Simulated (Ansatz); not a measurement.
# CH6InNO: inputs that go wrong

5 inputs were typed for CH6InNO. Each is run as it stands; the log then has to tell whether the result can be used.

Computed with Ansatz 0.2.0, Gaussian basis. Level: the settings change from run to run.

## 1. The geometry

The structure was relaxed beforehand with PBE0-D4 in a triple-zeta def2 set. In takes a core potential in def2 sets; no spin-orbit term is included.

SMILES `[CH3][In]([NH2])[OH]`, 10 atoms, charge 0, spin multiplicity 1.

Atoms are counted from 1 here; the program's logs count them from 0.

Bond lengths: C1–In2 2.128 Å, C1–H5 1.089 Å, C1–H6 1.090 Å, C1–H7 1.090 Å, In2–N3 2.021 Å, In2–O4 1.997 Å, N3–H8 1.009 Å, N3–H9 1.009 Å, O4–H10 0.959 Å. Angles: In2–C1–H5 109.1°, In2–C1–H6 110.4°, In2–C1–H7 109.9°, H5–C1–H6 109.6°, H5–C1–H7 109.1°, H6–C1–H7 108.7°, C1–In2–N3 130.5°, C1–In2–O4 117.3°, N3–In2–O4 112.0°, In2–N3–H8 118.6°, In2–N3–H9 119.5°, H8–N3–H9 109.4°, In2–O4–H10 113.5°.

As a file:

```xyz
10
CH6InNO
C    -1.04008    1.46159    0.67109
In    0.08274   -0.08529   -0.26512
N     0.90053   -1.76447    0.50754
O     0.26699   -0.01040   -2.25208
H    -1.58921    2.01383   -0.09038
H    -1.73934    1.03901    1.39245
H    -0.36901    2.14422    1.19324
H     1.61291   -2.24325   -0.02301
H     1.13589   -1.79574    1.48796
H     0.73859   -0.75951   -2.62169
```

## 2. Try 1

in.yaml reads:

```yaml
crystal:
  periodic: [false, false, false]
  atoms:
    - {symbol: C, position_ang: [-1.040082, 1.461591, 0.671095]}
    - {symbol: In, position_ang: [0.082745, -0.085291, -0.265117]}
    - {symbol: N, position_ang: [0.900534, -1.764470, 0.507541]}
    - {symbol: O, position_ang: [0.266986, -0.010403, -2.252076]}
    - {symbol: H, position_ang: [-1.589214, 2.013835, -0.090379]}
    - {symbol: H, position_ang: [-1.739339, 1.039007, 1.392450]}
    - {symbol: H, position_ang: [-0.369015, 2.144218, 1.193236]}
    - {symbol: H, position_ang: [1.612909, -2.243248, -0.023011]}
    - {symbol: H, position_ang: [1.135885, -1.795741, 1.487957]}
    - {symbol: H, position_ang: [0.738590, -0.759508, -2.621687]}
basis:
  gaussian: {orbitals: def2-mTZVPP, fitting: {mean_field: cc-pVTZ-jkfit}}
hamiltonian: {xc: {name: wB97}}
accuracy: high
```

Run with:

```bash
$ ansatz run in.yaml --threads 4 --pin off --events-out ev --progress --plain --max-ram 10444MiB
```

What it wrote:

```text
Functional definition: wB97
  name "wB97"
  cite "Chai & Head-Gordon, J. Chem. Phys. 128, 084106 (2008) doi:10.1063/1.2834918"
  cite "Becke, J. Chem. Phys. 107, 8554 (1997) doi:10.1063/1.475007"
  parameter omega = 0.4/bohr
  parameter cx1 = 1.13116
  parameter cx2 = -2.74915
  parameter cx3 = 12.0900
  parameter cx4 = -5.71642
  parameter css1 = -2.55352
  parameter css2 = 11.8926
  parameter css3 = -26.9452
  parameter css4 = 17.0927
  parameter cos1 = 3.99051
  parameter cos2 = -17.0066
  parameter cos3 = 1.07292
  parameter cos4 = 8.88211
  # The coefficients of nought are those of the uniform gas.
  exchange = spin_sum(e_x_unif_sr(omega)*poly(b97_u_x, 1, cx1, cx2, cx3, cx4)) + exact_x_lr(omega)
  correlation = spin_sum(e_c_pw_same_spin*poly(b97_u_same, 1, css1, css2, css3, css4))
      + integral(e_c_pw_opposite_spin*poly(b97_u_opposite, 1, cos1, cos2, cos3, cos4))
Error: <dir> the basis set cc-pVTZ-JKFIT has no functions for In
```

Run time: 0.1 s. Hardware: 4 threads of Arm Neoverse V2, shared host.

What is wrong: Refused before any calculation. The fitting set named has no entry for an element of this molecule. Cure: leave the fitting key out, or name a set that covers all elements and suits the basis.

## 3. Try 2

in.yaml reads:

```yaml
crystal:
  periodic: [false, false, false]
  atoms:
    - {symbol: C, position_ang: [-1.039949, 1.514511, 0.643102]}
    - {symbol: In, position_ang: [0.052481, -0.068537, -0.242130]}
    - {symbol: N, position_ang: [0.901333, -1.779664, 0.506269]}
    - {symbol: O, position_ang: [0.287036, -0.017310, -2.276030]}
    - {symbol: H, position_ang: [-1.622037, 1.972637, -0.056391]}
    - {symbol: H, position_ang: [-1.718440, 1.026865, 1.411780]}
    - {symbol: H, position_ang: [-0.369220, 2.122964, 1.156075]}
    - {symbol: H, position_ang: [1.511476, -2.261686, -0.005421]}
    - {symbol: H, position_ang: [1.146281, -1.802697, 1.466079]}
    - {symbol: H, position_ang: [0.684302, -0.783868, -2.614081]}
basis:
  gaussian: {orbitals: def2-mTZVP, fitting: {mean_field: cc-pVTZ-jkfit}}
hamiltonian: {xc: {name: r2SCAN}}
correlation: {method: rpa}
```

The command is unchanged.

What it wrote:

```text
Functional definition: r2SCAN
  name "r2SCAN"
  cite "Furness, Kaplan, Ning, Perdew & Sun, J. Phys. Chem. Lett. 11, 8208 (2020) doi:10.1021/acs.jpclett.0c02405"
  cite "Furness, Kaplan, Ning, Perdew & Sun, J. Phys. Chem. Lett. 11, 9248 (2020) doi:10.1021/acs.jpclett.0c03077"
  parent r2scan
  parameter k0 = 0.174
  parameter k1 = 0.065
  parameter a1 = 4.9479
  exchange = r2scan_x(k0 = k0, k1 = k1, a1 = a1)
  correlation = r2scan_c
Error: <dir> the basis set cc-pVTZ-JKFIT has no functions for In
```

It took 0.25 s on 4 threads of Arm Neoverse V2, shared host.

What is wrong: Refused before any calculation. The fitting set named has no entry for an element of this molecule. Cure: leave the fitting key out, or name a set that covers all elements and suits the basis. Its coordinates are also moved off the relaxed structure.

## 4. Try 3

in.yaml reads:

```yaml
crystal:
  periodic: [false, false, false]
  atoms:
    - {symbol: C, position_ang: [-1.040082, 1.461591, 0.671095]}
    - {symbol: In, position_ang: [0.082745, -0.085291, -0.265117]}
    - {symbol: N, position_ang: [0.900534, -1.764470, 0.507541]}
    - {symbol: O, position_ang: [0.266986, -0.010403, -2.252076]}
    - {symbol: H, position_ang: [-1.589214, 2.013835, -0.090379]}
    - {symbol: H, position_ang: [-1.739339, 1.039007, 1.392450]}
    - {symbol: H, position_ang: [-0.369015, 2.144218, 1.193236]}
    - {symbol: H, position_ang: [1.612909, -2.243248, -0.023011]}
    - {symbol: H, position_ang: [1.135885, -1.795741, 1.487957]}
    - {symbol: H, position_ang: [0.738590, -0.759508, -2.621687]}
basis:
  gaussian: {orbitals: cc-pVTZ-rifit, final_grid: {core_spheres: 8, valence_spheres: 7, degree: 23}}
total_charge: 1
magnetization: {spin_polarized: true, initial_magnetization: 1}
hamiltonian: {xc: {name: revPBE}, dispersion: d3bjatm}
```

The command is unchanged.

What it wrote:

```text
Functional definition: revPBE
  name "revPBE"
  cite "Zhang & Yang, Phys. Rev. Lett. 80, 890 (1998) doi:10.1103/PhysRevLett.80.890"
  cite "Perdew, Burke & Ernzerhof, Phys. Rev. Lett. 77, 3865 (1996) doi:10.1103/PhysRevLett.77.3865"
  parameter kappa = 1.245
  parameter beta = 0.06672455060314922
  exchange = pbe_x(kappa = kappa, mu = beta*pi^2/3)
  correlation = pbe_c(beta = beta)
Error: <dir> the basis set cc-pVTZ-RIFIT has no functions for In
```

Run time: 0.05 s. Hardware: 4 threads of Arm Neoverse V2, shared host.

**Diagnosis.** Refused before any calculation. The basis set is misnamed or doesn't suit the job. It also asks for charge 1 and multiplicity 2, another species or state than the molecule above. Cure: name an orbital basis set that the library holds for every element here, and set charge and spin to those of the species named.

## 5. Try 4

in.yaml reads:

```yaml
crystal:
  periodic: [false, false, false]
  atoms:
    - {symbol: C, position_ang: [-0.728057, 1.023114, 0.402657]}
    - {symbol: In, position_ang: [0.057921, -0.059704, -0.185582]}
    - {symbol: N, position_ang: [0.630374, -1.235129, 0.355279]}
    - {symbol: O, position_ang: [0.186890, -0.007282, -1.351245]}
    - {symbol: H, position_ang: [-1.112450, 1.208301, -0.054227]}
    - {symbol: H, position_ang: [-1.043603, 0.727305, 0.974715]}
    - {symbol: H, position_ang: [-0.258311, 1.500952, 0.715941]}
    - {symbol: H, position_ang: [0.967746, -1.570274, -0.013806]}
    - {symbol: H, position_ang: [0.795119, -1.257018, 0.892774]}
    - {symbol: H, position_ang: [0.443154, -0.455705, -1.835181]}
basis:
  gaussian: {orbitals: def2-TZVPP}
total_charge: 1
magnetization: {spin_polarized: true, initial_magnetization: 1}
hamiltonian: {xc: {name: PBE0}, dispersion: d4, pseudopotentials: {relativity: none}}
output: {forces: true}
```

Same command.

What it wrote, shortened:

```text
Functional definition: PBE0
  name "PBE0"
  cite "Adamo & Barone, J. Chem. Phys. 110, 6158 (1999) doi:10.1063/1.478522"
  cite "Perdew, Burke & Ernzerhof, Phys. Rev. Lett. 77, 3865 (1996) doi:10.1103/PhysRevLett.77.3865"
  parent pbe
[...]
1321 factors; their error is unknown
[...]
mean field -9732.76891276 eV, -357.6726604361 hartree, gradient 4.2e-5 eV, S^2 0.752122; 2 other end points of the search recorded, 0 dependent functions left out
[...]
reference -9732.76895013 eV, -357.6726618094 hartree; 24, 23 occupied and 203, 204 virtual orbitals, 1321 factors
Total energy: -9733.02851355 eV, -357.6822005891 hartree
Atom 0 at    -0.728057     1.023114     0.402657 Å, force    18.701398     3.594156    23.685271 eV/Å
Atom 1 at     0.057921    -0.059704    -0.185582 Å, force   -16.761277     6.166625   118.740890 eV/Å
Atom 2 at     0.630374    -1.235129     0.355279 Å, force   -51.933437     5.275010   -36.437299 eV/Å
Atom 3 at     0.186890    -0.007282    -1.351245 Å, force     6.078750    25.467355  -130.205379 eV/Å
Atom 4 at    -1.112450     1.208301    -0.054227 Å, force   -46.053520    24.312646   -51.081989 eV/Å
Atom 5 at    -1.043603     0.727305     0.974715 Å, force   -19.637008   -15.505175    32.115659 eV/Å
Atom 6 at    -0.258311     1.500952     0.715941 Å, force    20.504474    24.644686    14.114464 eV/Å
Atom 7 at     0.967746    -1.570274    -0.013806 Å, force    45.580346   -47.991069   -48.767233 eV/Å
Atom 8 at     0.795119    -1.257018     0.892774 Å, force    30.849713    -4.797823   103.361004 eV/Å
Atom 9 at     0.443154    -0.455705    -1.835181 Å, force    12.670561   -21.166411   -25.525389 eV/Å
Dipole moment:     0.276778    -0.245865    -0.212342 e Å
```

Wall time 6.5 s (4 threads of Arm Neoverse V2, shared host); peak memory 0.75 GiB.

What is wrong: It ended without an error, which proves nothing about the input. The geometry is squeezed well below its size. The shortest distance is 0.56 Å (N3–H9), against 0.96 Å in the relaxed molecule. It also asks for charge 1 and multiplicity 2, another species or state than the molecule above. Its energy is no property of the relaxed molecule. To mend it, use the relaxed coordinates, and set charge and spin to those of the species named.

## 6. Try 5

in.yaml reads:

```yaml
crystal:
  periodic: [false, false, false]
  atoms:
    - {symbol: C, position_ang: [-1.040082, 1.461591, 0.671095]}
    - {symbol: In, position_ang: [0.082745, -0.085291, -0.265117]}
    - {symbol: N, position_ang: [0.900534, -1.764470, 0.507541]}
    - {symbol: O, position_ang: [0.266986, -0.010403, -2.252076]}
    - {symbol: H, position_ang: [-1.589214, 2.013835, -0.090379]}
    - {symbol: H, position_ang: [-1.739339, 1.039007, 1.392450]}
    - {symbol: H, position_ang: [-0.369015, 2.144218, 1.193236]}
    - {symbol: H, position_ang: [1.612909, -2.243248, -0.023011]}
    - {symbol: H, position_ang: [1.135885, -1.795741, 1.487957]}
    - {symbol: H, position_ang: [-0.740082, 1.461591, 0.671095]}
basis:
  gaussian: {orbitals: def2-mTZVPP}
total_charge: -1
magnetization: {spin_polarized: true, initial_magnetization: 1}
hamiltonian: {xc: {name: B97M-V}}
```

Launched as before.

What it wrote, shortened:

```text
Functional definition: B97M-V
  name "B97M-V"
  cite "Mardirossian & Head-Gordon, J. Chem. Phys. 142, 074111 (2015) doi:10.1063/1.4907719"
  cite "Becke, J. Chem. Phys. 107, 8554 (1997) doi:10.1063/1.475007"
  cite "Vydrov & Van Voorhis, J. Chem. Phys. 133, 244103 (2010) doi:10.1063/1.3521275"
  # Of w^i u^j: cxij and so on, Table III.
[...]
  gx(w, u) = cx00 + cx01*u + cx02*u^2 + (cx10 + cx11*u)*w
  gss(w, u) = css00 + css02*u^2 + css10*w + (css32*w^3 + css42*w^4)*u^2
  gos(w, u) = cos00 + cos01*u + cos03*u^3 + cos10*w + cos32*w^3*u^2
[...]
      + integral(e_c_pw_mod_opposite_spin*gos(b97_w_opposite, b97_u_opposite)) + vv10(b, c)
1201 factors; their error is unknown
[...]
mean field -9748.89696186 eV, -358.2653553087 hartree, gradient 3.0e-5 eV, S^2 0.754370; 2 other end points of the search recorded, 0 dependent functions left out
reference -9748.89705759 eV, -358.2653588267 hartree; 25, 24 occupied and 108, 109 virtual orbitals, 1201 factors
Total energy: -9748.89705759 eV, -358.2653588267 hartree
```

Wall time 8.5 s (4 threads of Arm Neoverse V2, shared host); peak memory 0.43 GiB.

What is wrong: The run converged, but a converged run isn't a right one. One atom was put on top of another. The shortest distance is 0.30 Å (C1–H10), against 0.96 Å in the relaxed molecule. It also asks for charge -1 and multiplicity 2, another species or state than the molecule above. Its energy is no property of the relaxed molecule. Cure: restore the atom's position, and set charge and spin to those of the species named.

## 7. Summary

```csv
try,level,ended,cause,time
1,wB97/def2-mTZVPP,refused,the fitting set named has no entry for an element of this molecule,0.1 s
2,RPA/def2-mTZVP,refused,the fitting set named has no entry for an element of this molecule,0.25 s
3,revPBE/cc-pVTZ-rifit,refused,the basis set is misnamed or doesn't suit the job,0.05 s
4,PBE0/def2-TZVPP,converged,the geometry is squeezed well below its size,6.5 s
5,B97M-V/def2-mTZVPP,converged,one atom was put on top of another,8.5 s
```

In words: 3 refused, 2 converged. A refusal costs next to no computing time. The dangerous case is the input that converges on a wrong geometry, charge, spin, basis or grid: often only a look at the input shows it.
